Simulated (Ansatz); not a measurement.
# CH3AlOS: the cost of one run

All numbers are computed with Ansatz 0.2.0 through its Python package. Level of theory: BLYP+D3(BJ)/6-31G.

## Step 1: The structure

Bond lengths: O1–Al2 1.785 Å, Al2–C3 1.949 Å, C3–S4 1.387 Å, O1–H5 0.969 Å, Al2–H6 1.613 Å, C3–H7 1.146 Å. Angles: O1–Al2–C3 118.0°, O1–Al2–H6 121.2°, C3–Al2–H6 120.8°, Al2–O1–H5 108.4°, Al2–C3–S4 124.7°, Al2–C3–H7 119.3°, S4–C3–H7 116.0°.

ch3alos.xyz, read by the script:

```xyz
7

O    -1.87200    0.49500   -0.19190
Al   -0.13400    0.68350    0.16910
C     1.07200   -0.75110   -0.36550
S     0.68100   -1.90540   -1.02760
H    -2.29980    0.07880    0.57170
H     0.42480    1.99490    0.92360
H     2.18920   -0.66370   -0.12500
```

## Step 2: The code

Contents of md_ch3alos.py:

```python
# -*- coding: utf-8 -*-
"""A short Born-Oppenheimer trajectory of CH3AlOS."""

import warnings

import ansatz as az
import numpy as np

BASIS_SET = "6-31G"
XC = "BLYP"
DISPERSION = "d3bj"
N_STEPS = 20
TEMPERATURE_K = 200

warnings.simplefilter("ignore", az.DeckWarning)

mol = az.Crystal.molecule_from_extxyz("ch3alos.xyz")

model = (
    mol.calculation()
    .basis(gaussian=BASIS_SET)
    .functional(XC, dispersion=DISPERSION)
    .md("nve", timestep=0.25, steps=N_STEPS, temperature=TEMPERATURE_K, initial_velocities="maxwell_boltzmann", seed=47)
)
frames = []
model.session().plan().execute(on_event=lambda e: frames.append(e["data"]) if e["event"] == "md_step" else None)
print("t (fs)   E_pot (eV)      E_kin (eV)   T (K)   d(0-1) (A)")
for f in frames[::2]:
    xyz = np.array(f["positions_ang"])
    print(f"{f['time_fs']:6.2f} {f['lagrangian_ev']:14.5f} {f['e_kin_ev']:10.5f} {f['temperature_k']:8.1f} {np.linalg.norm(xyz[0] - xyz[1]):9.4f}")
kept = np.array([f["conserved_ev"] for f in frames])
print(f"conserved energy moves by at most {1000 * np.ptp(kept):.3f} meV")
```

## Step 3: Running it

On the command line:

```
$ python md_ch3alos.py
```

What time and memory should one allow on 1 thread of Arm Neoverse V1, shared host?

About 44 s, with a peak of 0.16 GiB.
